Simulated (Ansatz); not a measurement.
# CH3ClF2OSi: how energies converge with the basis set

Aim: see how fast density functionals converge with the basis set for CH3ClF2OSi.

Program: Ansatz 0.2.0, Gaussian basis. Level of theory: one geometry, several basis sets. These are calculated values, not measurements.

Plan: PBE0-D4/def2-SVP; ωB97M-V/def2-SVP; PBE0-D4/def2-QZVPP; ωB97M-V/def2-QZVPP; the functionals' def2-TZVPP values are taken from earlier runs.

## 1. The relaxed structure

An earlier PBE0-D4 in a triple-zeta def2 set relaxation fixed the geometry.

SMILES `O[Si](F)(F)CCl`, 9 atoms, charge 0, spin multiplicity 1.

Atoms are counted from 1 here; the program's logs count them from 0.

Bond lengths: O1–Si2 1.614 Å, O1–H7 0.959 Å, Si2–F3 1.578 Å, Si2–F4 1.582 Å, Si2–C5 1.859 Å, C5–Cl6 1.790 Å, C5–H8 1.090 Å, C5–H9 1.090 Å. Angles: Si2–O1–H7 118.3°, O1–Si2–F3 106.7°, O1–Si2–F4 111.6°, O1–Si2–C5 113.3°, F3–Si2–F4 107.2°, F3–Si2–C5 109.4°, F4–Si2–C5 108.4°, Si2–C5–Cl6 108.1°, Si2–C5–H8 111.9°, Si2–C5–H9 112.5°, Cl6–C5–H8 107.6°, Cl6–C5–H9 107.7°, H8–C5–H9 108.7°.

## 2. PBE0-D4 in def2-SVP

Contents of in.yaml:

```yaml
crystal:
  periodic: [false, false, false]
  atoms:
    - {symbol: O, position_ang: [1.740351, -0.644061, -0.137224]}
    - {symbol: Si, position_ang: [0.282181, -0.275343, -0.721389]}
    - {symbol: F, position_ang: [0.519030, 0.590496, -2.019645]}
    - {symbol: F, position_ang: [-0.514396, -1.569503, -1.159826]}
    - {symbol: C, position_ang: [-0.769652, 0.682417, 0.475211]}
    - {symbol: Cl, position_ang: [-0.798336, -0.207569, 2.028026]}
    - {symbol: H, position_ang: [1.791197, -1.084840, 0.712818]}
    - {symbol: H, position_ang: [-0.362443, 1.674433, 0.670395]}
    - {symbol: H, position_ang: [-1.799433, 0.787867, 0.134434]}
basis:
  gaussian: {orbitals: def2-SVP}
hamiltonian: {xc: pbe0, dispersion: d4}
output: {orbitals: {seedname: orbitals}}
```

Launch:

```
ansatz run in.yaml --threads 4 --pin off --events-out ev --progress --plain --max-ram 10444MiB
```

Further steps of the session: ωB97M-V in def2-SVP; PBE0-D4 in def2-QZVPP; ωB97M-V in def2-QZVPP.

Before running them: what should the planned runs give, taken together? Wanted: PBE0-D4: double and triple zeta above quadruple; ωB97M-V: double and triple zeta above quadruple.

The runs gave:

```
                                       quantity           value
PBE0-D4: double and triple zeta above quadruple  19.47, 1.14 eV
ωB97M-V: double and triple zeta above quadruple  19.57, 1.08 eV
```

What this shows: PBE0-D4 gains 18.33 eV from double to triple zeta, then 1.14 eV more. These are total energies; as a rule much of such shifts cancels in differences, which this series doesn't test. The LUMO of ωB97M-V is positive and keeps falling with the basis (2.46 to 1.32 eV): an unbound level that the basis holds in place.
